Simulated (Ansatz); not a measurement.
This script drives the Ansatz DFT code, driven from Python.

Script `smear_ge.py`:
```python
"""How the energy of Ge depends on the smearing."""

import warnings

import ansatz
from tabulate import tabulate

warnings.simplefilter("ignore", ansatz.DeckWarning)

structure = (
    ansatz.Lattice.of((-2.495898, 2.650863, 1.436947), (2.495898, -2.650863, 1.436947), (2.495898, 2.650863, -1.436947))
    .atom("Ge", (0.185943, 0.935943, 0.25))
    .atom("Ge", (0.814057, 0.064057, 0.75))
)

calc = (
    structure.calculation()
    .kpoints(12, 12, 12)  # sampling of the Brillouin zone
    .basis(31 * ansatz.Ry)
    .functional(ansatz.Functional.PBESOL)
)

rows = []
for value in [0.25, 0.15, 0.1, 0.05, 0.025]:
    data = calc.occupations("methfessel_paxton", width=value).run(threads=1).report
    rows.append((value, data["free_energy_ev"] / len(data["lattice"]["sites"]), data["n_iterations"], data["n_kpoints"]))

print(tabulate(rows, headers=["width (eV)", "F/atom (eV)", "iterations", "k-points"], floatfmt=".4f", tablefmt="grid"))

# differences from the last row
for row in rows[:-1]:
    shift = 1000 * (row[1] - rows[-1][1])
    print(f"{row[0]}: {shift:+.2f} meV/atom" + ("  (within 5 meV)" if abs(shift) < 5 else ""))
```

It is started by `python smear_ge.py`. How long does it take on 1 thread of Intel(R) Xeon(R) Processor @ 2.30GHz, with other jobs on the host, and how much memory does it need?

It took about 30 s, with a peak of 0.59 GiB, for 5 runs of the engine.

```console
$ python smear_ge.py
+--------------+---------------+--------------+------------+
|   width (eV) |   F/atom (eV) |   iterations |   k-points |
+==============+===============+==============+============+
|       0.2500 |    -4253.3212 |            6 |        280 |
+--------------+---------------+--------------+------------+
|       0.1500 |    -4253.3211 |            6 |        280 |
+--------------+---------------+--------------+------------+
|       0.1000 |    -4253.3211 |            6 |        280 |
+--------------+---------------+--------------+------------+
|       0.0500 |    -4253.3211 |            6 |        280 |
+--------------+---------------+--------------+------------+
|       0.0250 |    -4253.3211 |            5 |        280 |
+--------------+---------------+--------------+------------+
0.25: -0.10 meV/atom  (within 5 meV)
0.15: -0.01 meV/atom  (within 5 meV)
0.1: +0.03 meV/atom  (within 5 meV)
0.05: +0.02 meV/atom  (within 5 meV)
```

The narrowest width needs the finest mesh, so the last row is no converged reference. This isn't the structure that Ge takes at ambient conditions.
